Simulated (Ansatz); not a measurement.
Predict the output of the script below (Ansatz 0.2.0 through its Python package).

`freq.py`
```python
"""Vibrations of CH3BClFO."""

import ansatz as az
from ase import Atoms
import numpy as np

atoms = Atoms(["C", "O", "B", "F", "Cl", "H", "H", "H"], positions=[
    (0.6152, -0.5, 0.796),
    (-0.7504, -0.4869, 0.2782),
    (-0.8365, 0.3645, -0.9374),
    (-0.4917, -0.2046, -2.2296),
    (-1.2799, 2.1312, -0.7991),
    (1.2978, -0.8575, 0.0525),
    (0.6341, -1.0935, 1.6931),
    (0.9035, 0.5897, 1.0904),
])
molecule = az.Crystal.molecule_from_ase(atoms)

calculation = molecule.calculation().basis(gaussian="6-31G*").functional("PBE0").scf(lower_state_search="light")
symbols = [site.symbol for site in molecule.cartesian_sites]
start = np.array([site.position_ang for site in molecule.cartesian_sites], dtype=float)
rep = calculation.relax(force_tolerance=0.003).run(threads=1, backend="cpu").report
end = np.array(rep["positions_ang"])

print("bond        before    after (A)")
for i, j in [(0, 1), (0, 5), (0, 6), (0, 7), (1, 2), (2, 3), (2, 4)]:
    d0, d1 = (np.linalg.norm(xyz[i] - xyz[j]) for xyz in (start, end))
    print(f"{symbols[i]}{i}-{symbols[j]}{j}".ljust(10), f"{d0:8.4f} {d1:8.4f}")

# same settings at the minimum
minimum = az.Crystal.molecule()
for symbol, xyz in zip(symbols, end):
    minimum = minimum.atom(symbol, xyz.tolist())
vibrating = (
    minimum.calculation()
    .basis(gaussian="6-31G*")
    .functional("PBE0")
    .scf(lower_state_search="light")
    .phonons(temperatures=(298.15, 498.15, 100))
)
vib = vibrating.run(threads=1, backend="cpu").report["vibrations"]
sums = vib["harmonic_sums"]
modes = [m["omega_inv_cm"] for m in sums["modes_at_gamma"] if m["rigid_motion"] == "no"]
for number, w in enumerate(modes, start=1):
    print(f"mode {number:2d} {w:9.1f} 1/cm {w / 8065.544 * 1000:8.2f} meV")
print("imaginary modes:", sum(w < 0 for w in modes), " zero-point energy:", round(sums["zero_point_energy_ev"], 4), "eV")
print("T (K)   F_vib (eV)   S_vib (meV/K)   C_vib (meV/K)")
for row in zip(sums["temperatures_k"], sums["vibrational_free_energy_ev"], vib["entropy_ev_per_k"], vib["heat_capacity_ev_per_k"]):
    print(f"{row[0]:6.1f} {row[1]:11.4f} {1000 * row[2]:13.4f} {1000 * row[3]:15.4f}")
```

Running `python freq.py` prints:
```text
bond        before    after (A)
C0-O1        1.4605   1.4176
C0-H5        1.0708   1.0942
C0-H6        1.0758   1.0914
C0-H7        1.1650   1.0942
O1-B2        1.4866   1.3365
B2-F3        1.4535   1.3199
B2-Cl4       1.8267   1.7704
mode  1      61.2 1/cm     7.59 meV
mode  2     171.8 1/cm    21.30 meV
mode  3     203.2 1/cm    25.19 meV
mode  4     371.5 1/cm    46.05 meV
mode  5     466.1 1/cm    57.78 meV
mode  6     595.0 1/cm    73.77 meV
mode  7     636.8 1/cm    78.95 meV
mode  8    1074.7 1/cm   133.25 meV
mode  9    1195.5 1/cm   148.23 meV
mode 10    1199.9 1/cm   148.77 meV
mode 11    1295.9 1/cm   160.67 meV
mode 12    1472.1 1/cm   182.52 meV
mode 13    1522.0 1/cm   188.70 meV
mode 14    1529.9 1/cm   189.68 meV
mode 15    1561.0 1/cm   193.54 meV
mode 16    3083.6 1/cm   382.32 meV
mode 17    3165.2 1/cm   392.43 meV
mode 18    3192.4 1/cm   395.81 meV
imaginary modes: 0  zero-point energy: 1.4133 eV
T (K)   F_vib (eV)   S_vib (meV/K)   C_vib (meV/K)
 298.1      1.3407        0.5131          0.5067
 398.1      1.2811        0.6787          0.6432
 498.1      1.2053        0.8364          0.7668
```

The settings weren't tested for convergence. The frequencies are harmonic and unscaled, in a modest basis. The result belongs to the one conformer reached from this start, and soft torsions count as harmonic oscillators. Timing: 2.6 min on 1 thread of AMD EPYC 9R45 96-Core Processor (Zen 5) (shared host), peak memory 0.26 GiB.

(A comment or docstring line of the script was reworded after the run, the code is as it ran; lines on the test bed's own set-up are left out of the output.)
